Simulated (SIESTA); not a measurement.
TiCo:

```xyz
2
Lattice="2.9861 0.0000 0.0000 0.0000 2.9861 0.0000 0.0000 0.0000 2.9861" Properties=species:S:1:pos:R:3 pbc="T T T"
Co    1.4931    1.4931    1.4931
Ti    0.0000    0.0000    0.0000
```

The cell comes from a database or a generator and needn't be the stable form of this composition.

* Program: SIESTA 5.4.2
* Task: single point
* Functional: PBE
* Potentials or basis: PseudoDojo 0.4 standard (PBE files)
* Basis: DZP (energy shift 0.003 Ry; two zetas on semicore shells)
* Grid cutoff: 800 Ry
* Energy shift: 0.003 Ry
* k mesh: 9 × 9 × 9
* Occupations: fermi-dirac, width 0.05 eV
* Spin: collinear spin, ferromagnetic start
* Starting moments: [2.0, 1.0] μB

On this cell: pressure -1.5 GPa; largest force zero by symmetry; net moment 0.81 μB per cell; site moments Co +0.91; Ti -0.11 μB; band gap on the k mesh none (metal or under the smearing width).

The same run follows on a disturbed copy (atoms moved at random, drawn with an rms of 0.05 Å):

```
Co Ti
1.0
     2.98611    0.00000    0.00000
     0.00000    2.98611    0.00000
     0.00000    0.00000    2.98611
Co Ti
1 1
Direct
  0.50552 0.50227 0.49660
  0.00479 0.99145 0.99640
```

**Question.** What changes?

**Answer.** The energy (extrapolated to zero smearing) moves by +1.4 meV/atom; pressure -1.6 GPa; largest force 0.167 eV/Å; net moment 0.81 μB per cell; site moments Co +0.91; Ti -0.10 μB; band gap on the k mesh none (metal or under the smearing width).

Forces in eV/Å, atoms in the order of the input:
```
Co  -0.012 -0.167 -0.003
Ti   0.013  0.167  0.002
```

Caveats: short orbitals over semicore shells can move pressures by several GPa; the basis of atomic orbitals isn't converged, which shifts pressures, moduli and gaps.
